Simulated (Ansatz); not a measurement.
**C2H12N2O2Si2: a ladder of functionals and wavefunction methods**

An exercise on one series of results from a longer session: the logs are not shown, and one member is left open.

Method: functionals in def2-TZVPP, the program's frozen cores in correlated methods; program: Ansatz 0.2.0, Gaussian basis.

Levels to be run: LDA (SPW92), PBE-D4, revPBE-D4, BLYP-D4, r2SCAN-D4, B97M-V, PBE0-D4, B3LYP-D4, r2SCANh-D4, r2SCAN0-D4, HSE06-D4, BHLYP-D4, CAM-B3LYP-D4, LC-ωPBE, ωB97X-V, ωB97M-V, B2PLYP, PBE-QIDH; CCSD(T)/def2-SVP; CCSD(T)/def2-TZVPP; MP2/def2-QZVPP; extrapolation to the limit; RPA on PBE.

### Structure used throughout

All runs share one geometry, relaxed beforehand with PBE0-D4 in a triple-zeta def2 set.

SMILES `CO[Si@@H](N)[Si@@H](N)OC`, 20 atoms, charge 0, spin multiplicity 1.

Atoms are counted from 1 here; the program's logs count them from 0.

Bond lengths: C1–O2 1.408 Å, C1–H9 1.092 Å, C1–H10 1.096 Å, C1–H11 1.098 Å, O2–Si3 1.654 Å, Si3–N4 1.713 Å, Si3–Si5 2.352 Å, Si3–H12 1.496 Å, N4–H13 1.008 Å, N4–H14 1.008 Å, Si5–N6 1.713 Å, Si5–O7 1.654 Å, Si5–H15 1.496 Å, N6–H16 1.008 Å, N6–H17 1.008 Å, O7–C8 1.408 Å, C8–H18 1.098 Å, C8–H19 1.096 Å and more. Angles: O2–C1–H9 108.3°, O2–C1–H10 111.6°, O2–C1–H11 111.4°, H9–C1–H10 108.7°, H9–C1–H11 108.2°, H10–C1–H11 108.5°, C1–O2–Si3 122.8°, O2–Si3–N4 111.4°, O2–Si3–Si5 111.0°, O2–Si3–H12 107.6°, N4–Si3–Si5 108.4°, N4–Si3–H12 106.8°, Si5–Si3–H12 111.5°, Si3–N4–H13 119.6°, Si3–N4–H14 119.5°, H13–N4–H14 110.5°, Si3–Si5–N6 108.4°, Si3–Si5–O7 111.0° and more.

Geometry (Å):

```mol
C2H12N2O2Si2
  3D, bonds by distance, orders not assigned

 20 19  0  0  0  0  0  0  0  0999 V2000
    1.7035    2.4692    0.8407 C   0  0
    1.9915    1.2016    0.2997 O   0  0
    1.0297   -0.1200    0.5504 Si  0  0
    1.7773   -1.5541   -0.0148 N   0  0
   -1.0388    0.1209   -0.5437 Si  0  0
   -1.7865    1.5550    0.0214 N   0  0
   -2.0006   -1.2006   -0.2931 O   0  0
   -1.7127   -2.4683   -0.8341 C   0  0
    2.5157    3.1483    0.5740 H   0  0
    0.7646    2.8727    0.4454 H   0  0
    1.6329    2.4314    1.9354 H   0  0
    0.8543   -0.2784    2.0279 H   0  0
    2.5721   -1.9298    0.4791 H   0  0
    1.8750   -1.7058   -1.0063 H   0  0
   -0.8635    0.2793   -2.0213 H   0  0
   -2.5812    1.9307   -0.4725 H   0  0
   -1.8842    1.7068    1.0129 H   0  0
   -1.6420   -2.4305   -1.9288 H   0  0
   -0.7738   -2.8718   -0.4387 H   0  0
   -2.5249   -3.1473   -0.5674 H   0  0
  1  2  8  0
  2  3  8  0
  3  4  8  0
  3  5  8  0
  5  6  8  0
  5  7  8  0
  7  8  8  0
  1  9  8  0
  1 10  8  0
  1 11  8  0
  3 12  8  0
  4 13  8  0
  4 14  8  0
  5 15  8  0
  6 16  8  0
  6 17  8  0
  8 18  8  0
  8 19  8  0
  8 20  8  0
M  END
```

The first run:

Contents of in.yaml:

```yaml
crystal:
  periodic: [false, false, false]
  atoms:
    - {symbol: C, position_ang: [1.703528, 2.469205, 0.840682]}
    - {symbol: O, position_ang: [1.991480, 1.201573, 0.299695]}
    - {symbol: Si, position_ang: [1.029673, -0.119983, 0.550360]}
    - {symbol: N, position_ang: [1.777303, -1.554073, -0.014812]}
    - {symbol: Si, position_ang: [-1.038813, 0.120926, -0.543714]}
    - {symbol: N, position_ang: [-1.786464, 1.555020, 0.021412]}
    - {symbol: O, position_ang: [-2.000630, -1.200623, -0.293056]}
    - {symbol: C, position_ang: [-1.712687, -2.468252, -0.834057]}
    - {symbol: H, position_ang: [2.515712, 3.148255, 0.573995]}
    - {symbol: H, position_ang: [0.764620, 2.872695, 0.445414]}
    - {symbol: H, position_ang: [1.632897, 2.431447, 1.935388]}
    - {symbol: H, position_ang: [0.854284, -0.278353, 2.027924]}
    - {symbol: H, position_ang: [2.572052, -1.929814, 0.479139]}
    - {symbol: H, position_ang: [1.875027, -1.705821, -1.006311]}
    - {symbol: H, position_ang: [-0.863472, 0.279279, -2.021285]}
    - {symbol: H, position_ang: [-2.581217, 1.930749, -0.472543]}
    - {symbol: H, position_ang: [-1.884174, 1.706808, 1.012907]}
    - {symbol: H, position_ang: [-1.641975, -2.430472, -1.928758]}
    - {symbol: H, position_ang: [-0.773822, -2.871786, -0.438732]}
    - {symbol: H, position_ang: [-2.524918, -3.147279, -0.567448]}
basis:
  gaussian: {orbitals: def2-TZVPP}
hamiltonian: {xc: lda}
output: {orbitals: {seedname: orbitals}}
```

Steps of the session up to this table: LDA; PBE-D4 (GGA); revPBE-D4 (GGA); BLYP-D4 (GGA); r2SCAN-D4 (meta-GGA); B97M-V (meta-GGA); PBE0-D4 (hybrid); B3LYP-D4 (hybrid); r2SCANh-D4 (hybrid); r2SCAN0-D4 (hybrid); HSE06-D4 (hybrid); BHLYP-D4 (hybrid); CAM-B3LYP-D4 (range-separated); LC-ωPBE (range-separated); ωB97X-V (range-separated); ωB97M-V (range-separated); B2PLYP (double hybrid); PBE-QIDH (double hybrid).

One of the session's tables, all rows but one given; the rest of the session is left out.

It belongs to the step «Orbital energies across the functionals». 

| functional | HOMO (eV) | gap (eV) |
| --- | --- | --- |
| LDA (SPW92) | -5.61 | 4.54 |
| PBE-D4 | -5.51 | 4.66 |
| revPBE-D4 | -5.46 | 4.73 |
| BLYP-D4 | -5.43 | 4.70 |
| r2SCAN-D4 | -5.78 | 5.27 |
| B97M-V | -5.92 | 5.11 |
| PBE0-D4 | -6.82 | 6.79 |
| B3LYP-D4 | -6.64 | 6.39 |
| r2SCANh-D4 | -6.27 | 6.04 |
| r2SCAN0-D4 | -7.00 | 7.18 |
| HSE06-D4 | -6.42 | 6.02 |
| BHLYP-D4 | ? | ? |
| CAM-B3LYP-D4 | -8.17 | 9.08 |
| LC-ωPBE | -9.40 | 11.52 |
| ωB97X-V | -9.13 | 11.04 |
| ωB97M-V | -8.96 | 10.51 |

**Question.** Estimate the row for BHLYP-D4.

Worked estimate for «HOMO (eV)». Against the share of exact exchange, BLYP-D4 (0, -5.43), B3LYP-D4 (0.2, -6.64) give a slope of -6.05 per unit share; at 0.5 the line stands at -8.45.

**Answer.** HOMO (eV): -8.07; gap (eV): 8.84. In «HOMO (eV)» the line misses by -0.38.
